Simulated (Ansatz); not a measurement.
# C3H4OZn: one species, many methods

An exercise on one series of results from a longer session: the logs are not shown, and one member is left open.

The runs use Ansatz 0.2.0, Gaussian basis; functionals in def2-TZVPP, the program's frozen cores in correlated methods.

Levels to be run: LDA (SPW92), PBE-D4, revPBE-D4, BLYP-D4, r2SCAN-D4, B97M-V, PBE0-D4, B3LYP-D4, r2SCANh-D4, r2SCAN0-D4, HSE06-D4, BHLYP-D4, CAM-B3LYP-D4, LC-ωPBE, ωB97X-V, ωB97M-V, B2PLYP, PBE-QIDH; CCSD(T)/def2-SVP; CCSD(T)/def2-TZVPP; MP2/def2-QZVPP; extrapolation to the limit; RPA on PBE.

## Structure used throughout

All runs share one geometry, relaxed beforehand with PBE0-D4 in a triple-zeta def2 set.

SMILES `C#C[O][Zn][CH3]`, 9 atoms, charge 0, spin multiplicity 1.

Atoms are counted from 1 here; the program's logs count them from 0.

Bond lengths: C1–C2 1.205 Å, C1–H6 1.061 Å, C2–O3 1.279 Å, O3–Zn4 1.816 Å, Zn4–C5 1.915 Å, C5–H7 1.091 Å, C5–H8 1.091 Å, C5–H9 1.091 Å. Angles: C2–C1–H6 178.7°, C1–C2–O3 179.0°, C2–O3–Zn4 121.7°, O3–Zn4–C5 176.7°, Zn4–C5–H7 110.0°, Zn4–C5–H8 110.2°, Zn4–C5–H9 110.2°, H7–C5–H8 108.8°, H7–C5–H9 108.8°, H8–C5–H9 108.8°.

The first run:

in.yaml reads:

```yaml
crystal:
  periodic: [false, false, false]
  atoms:
    - {symbol: C, position_ang: [-1.462470, 2.036764, 2.032410]}
    - {symbol: C, position_ang: [-0.560381, 1.792532, 1.271996]}
    - {symbol: O, position_ang: [0.405902, 1.553190, 0.468175]}
    - {symbol: Zn, position_ang: [0.549476, -0.032142, -0.405783]}
    - {symbol: C, position_ang: [0.793902, -1.665570, -1.375687]}
    - {symbol: H, position_ang: [-2.247564, 2.273624, 2.706386]}
    - {symbol: H, position_ang: [-0.146111, -2.217849, -1.417887]}
    - {symbol: H, position_ang: [1.122490, -1.453688, -2.394320]}
    - {symbol: H, position_ang: [1.544745, -2.286852, -0.885292]}
basis:
  gaussian: {orbitals: def2-TZVPP}
hamiltonian: {xc: lda}
output: {orbitals: {seedname: orbitals}}
```

Started as:

```console
> ansatz run in.yaml --threads 2 --pin off --events-out ev --progress --plain --max-ram 22528MiB --backend cpu
```

Among the steps run: LDA; PBE-D4 (GGA); revPBE-D4 (GGA); BLYP-D4 (GGA); r2SCAN-D4 (meta-GGA); B97M-V (meta-GGA); B3LYP-D4 (hybrid); r2SCANh-D4 (hybrid); r2SCAN0-D4 (hybrid); HSE06-D4 (hybrid); BHLYP-D4 (hybrid); CAM-B3LYP-D4 (range-separated); LC-ωPBE (range-separated); ωB97X-V (range-separated); ωB97M-V (range-separated); B2PLYP (double hybrid); PBE-QIDH (double hybrid).

One of the session's tables, all rows but one given; the rest of the session is left out.

It belongs to the step «Orbital energies across the functionals». 

```
  functional  HOMO (eV)  gap (eV)
 LDA (SPW92)      -5.38      3.47
      PBE-D4          ?         ?
   revPBE-D4      -5.08      3.47
     BLYP-D4      -5.02      3.33
   r2SCAN-D4      -5.37      4.00
      B97M-V      -5.36      3.70
     PBE0-D4      -6.38      5.54
    B3LYP-D4      -6.16      4.99
  r2SCANh-D4      -5.83      4.77
  r2SCAN0-D4      -6.54      5.90
    HSE06-D4      -5.98      4.77
    BHLYP-D4      -7.49      7.32
CAM-B3LYP-D4      -7.77      7.74
     LC-ωPBE      -9.17     10.39
     ωB97X-V      -8.76      9.77
     ωB97M-V      -8.65      9.27
```

Estimate the missing values for PBE-D4.

As computed: HOMO (eV): -5.16; gap (eV): 3.46. In the column «HOMO (eV)» it lies between B97M-V (-5.36) and revPBE-D4 (-5.08).
